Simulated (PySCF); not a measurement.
# C6H8N: the cost of one run

The runs use PySCF 2.14.0, with density-fitted response routines of our own; the level of theory stands in each step. All values are computed, except where a source is named. Atoms count from 0, in the outputs and in this text.

### Step 1. The molecule as given

15 atoms, charge 1, multiplicity 1; geometry from: GFN2-xTB.

Bonds of the start (Å): C0–C1 1.48, C1–C2 1.40, C2–C3 1.37, C3–N4 1.34, N4–C5 1.34, C5–C6 1.37, C6–C1 1.40, C0–H7 1.09, C0–H8 1.09, C0–H9 1.09, C2–H10 1.08, C3–H11 1.08, N4–H12 1.02, C5–H13 1.08, C6–H14 1.08.

### Step 2. Geometry optimisation at PBE0-D3(BJ)/def2-SVP

Job settings and geometry (Å):

```
{"job": {"xc": "PBE0", "basis": "def2-SVP", "d3": "d3bj", "grid": 1, "kind": "geom"}, "charge": 1, "multiplicity": 1}
C      2.460880    -0.109980     0.043250
C      0.986270    -0.042910     0.010350
C      0.206500    -1.202900    -0.104620
C     -1.164530    -1.115650    -0.120900
N     -1.765520     0.078120    -0.027260
C     -1.064820     1.214200     0.085610
C      0.308520     1.180680     0.106650
H      2.909210     0.800480    -0.347510
H      2.791690    -0.229910     1.077260
H      2.833400    -0.970750    -0.504510
H      0.679680    -2.169270    -0.182850
H     -1.793510    -1.988570    -0.212550
H     -2.781250     0.122720    -0.044270
H     -1.616820     2.139780     0.153370
H      0.862500     2.102130     0.195750
```

**Question.** How long does this first job take on 8 threads of Arm Neoverse V2, shared host?

About 21 s.
